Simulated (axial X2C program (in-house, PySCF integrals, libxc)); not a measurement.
**TmSH: the levels of the configuration f13 s1**

Aim: the spin–orbit levels of TmSH that arise from the configuration f13 s1 of Tm, and how they move with the bond.

Method: two-component X2C, average-of-configuration Hartree–Fock and CI in the open shells; program: an in-house X2C program for linear molecules on PySCF integrals.

All values are calculated.

## 1. Set-up

Contents of task.json:

```json
{"zs": [69, 16, 1], "q": 0, "bas": ["dyall-v3z", "dyall-av3z", "dyall-v3z"], "r0": 2.52, "metal": 0, "shells": [[3, [0, 1, 2, 3], 13], [0, [0], 1]], "fix": 0, "emax": 2.2, "nroots": 4, "r2": 1.34}
```

Keys: zs atomic numbers; q charge; bas basis sets; r0 starting distance in Å; metal index of the metal atom; shells open shells as [l, |m| values, electrons]; fix electron count of the first shell held; emax energy window in eV; nroots roots for each Ω; r2 second bond in Å, held.

The run is started by

```bash
$ python soci.py task.json out
```

Two-component X2C with atomic mean-field Coulomb and Gaunt terms, basis Tm dyall-v3z, S dyall-av3z, H dyall-v3z (cores contracted in-house). Orbitals come from Hartree–Fock averaged over the configuration Tm f13 s1; CI then distributes these electrons over the f, s shells of Tm.

## 2. CI at Tm–S–H held linear, bonds 2.601 and 1.340 Å (the second held)

Output:

```text
average of configuration f13 s1
basis functions 260  fitting functions 1304
iter      average energy  largest gradient
   1     -13953.196167338   2.20e+01
   2     -13954.029929029   2.04e+01
   3     -13954.851737388   1.86e+01
   4     -13955.971255030   1.68e+01
   5     -13956.743037527   1.47e+01
   6     -13957.482787296   1.16e+01
   7     -13958.180253898   5.93e+00
   8     -13958.348581158   3.27e+00
   9     -13958.445987903   1.71e+00
  10     -13958.487438155   2.54e-01
  11     -13958.492876060   3.23e-01
  12     -13958.500077928   1.72e-01
  13     -13958.500870544   8.08e-02
  14     -13958.501316851   3.16e-02
  15     -13958.501415706   2.54e-02
  16     -13958.501439925   1.11e-02
  17     -13958.501445500   2.98e-03
  18     -13958.501446848   1.04e-03
  19     -13958.501447214   1.54e-03
  20     -13958.501447278   5.78e-04
  21     -13958.501447289   3.09e-04
  22     -13958.501447292   6.18e-05
  23     -13958.501447292   3.10e-05
  24     -13958.501447292   1.06e-05
converged
CI levels
2*Omega        energy/Eh    cm-1   g(par)  dipole/D  leading shell counts
    0    -13958.52005782        0   0.000   -3.434  {'13 1': 1.0}
    2    -13958.51992401       29   2.774   -3.434  {'13 1': 1.0}
    4    -13958.51946123      131   5.365   -3.434  {'13 1': 1.0}
    0    -13958.51876826      283   0.000   -3.435  {'13 1': 1.0}
    2    -13958.51850012      342   1.835   -3.434  {'13 1': 1.0}
    6    -13958.51839543      365   7.722   -3.427  {'13 1': 1.0}
    4    -13958.51756754      547   3.837   -3.427  {'13 1': 1.0}
    8    -13958.51677173      721  10.002   -3.423  {'13 1': 1.0}
    6    -13958.51598351      894   6.028   -3.423  {'13 1': 1.0}
    0    -13958.48082604     8610   0.000   -3.430  {'13 1': 1.0}
    2    -13958.48042002     8699   2.347   -3.429  {'13 1': 1.0}
    0    -13958.47985032     8825   0.000   -3.430  {'13 1': 1.0}
    2    -13958.47935484     8933   1.045   -3.428  {'13 1': 1.0}
    4    -13958.47926523     8953   4.443   -3.427  {'13 1': 1.0}
    4    -13958.47772932     9290   2.356   -3.424  {'13 1': 1.0}
    6    -13958.47725892     9393   6.252   -3.424  {'13 1': 1.0}
```

Dipoles in the output refer to the first atom as origin.

Run time: 3.7 s. Hardware: 1 thread of Arm Neoverse V1, shared host; peak memory 0.47 GiB.

Active spinors (ω > 0; filled shells left out):

```csv
shell,ω,ε (eV),character
f,5/2,-12.79,100% Tm f
f,3/2,-12.75,100% Tm f
f,1/2,-12.72,100% Tm f
f,7/2,-11.47,100% Tm f
f,5/2,-11.43,100% Tm f
f,3/2,-11.40,100% Tm f
f,1/2,-11.39,100% Tm f
s,1/2,-2.79,"66% Tm s, 22% Tm p, 6% S p"
```

The levels:

```csv
Ω,energy (cm⁻¹),g∥,μ (D),configuration
0,0,0.00,-3.43,100% f13 s1
1,29,2.77,-3.43,100% f13 s1
2,131,5.36,-3.43,100% f13 s1
0,283,0.00,-3.44,100% f13 s1
1,342,1.84,-3.43,100% f13 s1
3,365,7.72,-3.43,100% f13 s1
2,547,3.84,-3.43,100% f13 s1
4,721,10.00,-3.42,100% f13 s1
3,894,6.03,-3.42,100% f13 s1
0,8610,0.00,-3.43,100% f13 s1
1,8699,2.35,-3.43,100% f13 s1
0,8825,0.00,-3.43,100% f13 s1
1,8933,1.04,-3.43,100% f13 s1
2,8953,4.44,-3.43,100% f13 s1
2,9290,2.36,-3.42,100% f13 s1
3,9393,6.25,-3.42,100% f13 s1
```

g∥ is the magnitude of 2⟨Lz + ge Sz⟩ for the +Ω component. μ is positive if the H end is positive.

## 3. The same at Tm–S–H held linear, bonds 2.510 and 1.340 Å (the second held)

```csv
Ω,energy (cm⁻¹),g∥,μ (D),configuration
0,0,0.00,-2.81,100% f13 s1
1,25,2.73,-2.81,100% f13 s1
2,113,5.36,-2.81,100% f13 s1
0,283,0.00,-2.81,100% f13 s1
1,329,1.87,-2.81,100% f13 s1
3,338,7.72,-2.81,100% f13 s1
2,516,3.84,-2.81,100% f13 s1
4,686,10.00,-2.80,100% f13 s1
3,852,6.03,-2.80,100% f13 s1
0,8605,0.00,-2.81,100% f13 s1
```

## 4. Curves along the Tm–S bond, the other held

The same input was run at the other distances (logs left out). Energies in cm⁻¹ from the lowest point; levels are followed by energy order within each Ω.

```csv
R (Å),(1)Ω=0,(1)Ω=1,(1)Ω=2,(2)Ω=0,(2)Ω=1,(1)Ω=3,(2)Ω=2
2.419,1296,1314,1378,1579,1605,1582,1757
2.510,289,315,402,572,618,627,805
2.601,0,29,131,283,342,365,547
2.705,293,325,434,576,643,668,855
2.809,1039,1071,1182,1323,1392,1411,1603
2.926,2220,2251,2361,2505,2573,2577,2776
3.069,3935,3965,4068,4222,4286,4267,4474
```

Constants where the minimum is well bracketed:

```csv
level of the curve,Te (cm⁻¹),Re (Å),ωe (cm⁻¹)
(1)Ω=0,0,2.601,275.0
(1)Ω=1,29,2.601,274.7
(1)Ω=2,131,2.599,273.8
(2)Ω=0,283,2.601,275.0
(2)Ω=1,342,2.600,274.4
(1)Ω=3,365,2.598,272.0
(2)Ω=2,546,2.597,272.5
```

## 5. Summary of results

| quantity | value |
| --- | --- |
| lowest level of the model | Ω = 0, g∥ = 0.00, 100% f13 s1 |
| next level | Ω = 1, 29 cm⁻¹ higher |
| lowest curve, Re and ωe | 2.601 Å, 275.0 cm⁻¹ |

In words: From 2.601 to 2.510 Å the gap from the lowest to the fifth level goes from 342 to 329 cm⁻¹. Without dynamic correlation distances can be off by several hundredths of an Å, and the wavenumbers are rough. Dynamic correlation is missing, so gaps between terms are too wide and other configurations may lie lower; the lowest level listed is that of this model, not necessarily the ground state. At most 4 roots were kept for each Ω > 0 (twice that for Ω = 0) within 2.2 eV of the lowest, so higher up levels can be missing between those listed; levels with Ω > 0 are doubly degenerate and listed once, Ω = 0 levels singly. The molecule was held linear; bending was not examined. Hydrosulfides and their kin are strongly bent in nature, so this linear model does not describe the real molecule.
